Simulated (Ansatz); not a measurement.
# HfN: the cost of one run

The runs use Ansatz 0.2.0, Gaussian basis; def2-TZVPP, all electrons in the functionals.

The runs, in order: PBE, r2SCAN, PBE0, B3LYP, wB97M-V, HSE06, at charge 0, quartet; charge 0, doublet; charge 0, sextet; charge 1, triplet; charge 1, quintet (not every functional at every point).

13 further runs of the same task are left out: 12 for a known fault of the program, 1 set aside as unsound or not needed.

## Step 1: What is computed

The geometry is a PBE0/def2-TZVP stationary point (not a proven minimum). No spin-orbit coupling is included. Elements past krypton take def2 core potentials.

2 atoms, charge 0, spin multiplicity 4.

Atoms are counted from 1 here; the program's logs count them from 0.

Bond lengths: Hf1–N2 1.785 Å.

No dispersion term is added; wB97M-V holds VV10 nonlocal correlation. B3LYP takes the VWN-RPA correlation. HSE06 is the plane-wave form.

The geometry shown and the zero of energy belong to the point charge 0, quartet. The yardstick, UCCSD(T), and other wave-function levels (R restricted, U unrestricted, valence and pair active spaces) come from earlier runs.

## Step 2: PBE, charge 0, quartet

The input, in.yaml:

```yaml
crystal:
  periodic: [false, false, false]
  atoms:
    - {symbol: Hf, position_ang: [0.000000, 0.000000, 0.000000]}
    - {symbol: N, position_ang: [0.000000, 0.000000, 1.785383]}
basis:
  gaussian: {orbitals: def2-TZVPP}
magnetization: {spin_polarized: true, initial_magnetization: 3}
hamiltonian: {xc: {name: PBE}}
output: {orbitals: {seedname: orbitals}}
```

Started as:

```bash
ansatz run in.yaml --threads 1 --pin off --events-out ev --progress --plain --max-ram 2560MiB --backend cpu
```

**Question.** How long does this run take on 1 thread of AMD EPYC 7R13, shared host?

About 18 s.
